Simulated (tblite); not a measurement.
# C4H13FSSi2: the cost of one run

Computed with tblite 0.8.0 and PySCF 2.14.0, with density-fitted response routines of our own, on a single molecule in the gas phase. Atoms are numbered from 0 throughout.

## 1. The molecule as given

21 atoms, charge 0, multiplicity 1; geometry from: force field or distance geometry start.

Bonds of the start (Å): C0–C1 1.48, C1–Si2 1.85, Si2–C3 1.86, C3–S4 1.79, S4–C5 1.82, Si2–Si6 2.23, Si6–F7 1.70, C0–H8 1.10, C0–H9 1.12, C0–H10 1.13, C1–H11 1.13, C1–H12 1.12, Si2–H13 1.48, C3–H14 1.12, C3–H15 1.12, C5–H16 1.11, C5–H17 1.09, C5–H18 1.11, Si6–H19 1.47, Si6–H20 1.46.

## 2. Optimising the geometry with GFN2-xTB

What the job is given:

```
{"job": {"kind": "relax", "xc": "GFN2-xTB", "basis": "xTB"}, "charge": 0, "multiplicity": 1}
C     -3.301000    -0.101600     0.003900
C     -2.018000    -0.383800     0.692800
Si    -0.496900     0.132000    -0.231600
C      0.895100    -0.907100     0.439000
S      1.964400    -1.401900    -0.912300
C      3.666600    -1.042900    -0.387000
Si     0.060400     2.263600     0.113100
F      1.733700     2.343700     0.427700
H     -3.278900    -0.263500    -1.081300
H     -3.686700     0.907500     0.286200
H     -4.060000    -0.822400     0.419800
H     -1.957200    -1.504600     0.813800
H     -2.026800     0.016000     1.742700
H     -0.593900    -0.131000    -1.685500
H      0.460900    -1.833400     0.906000
H      1.399500    -0.274500     1.212900
H      3.713900    -0.998500     0.718600
H      3.986300    -0.067700    -0.768400
H      4.301400    -1.856000    -0.784200
H     -0.593900     2.845700     1.291600
H     -0.177700     3.097400    -1.063600
```

On the command line:

```console
$ OMP_NUM_THREADS=1 python probes_run.py task.json out
```

This one command runs all jobs of the session in turn.

**Question.** How long does this first job take on 1 thread of Arm Neoverse N1, shared host, and how much memory does it need?

About 5.3 s, with a peak of 0.18 GiB.
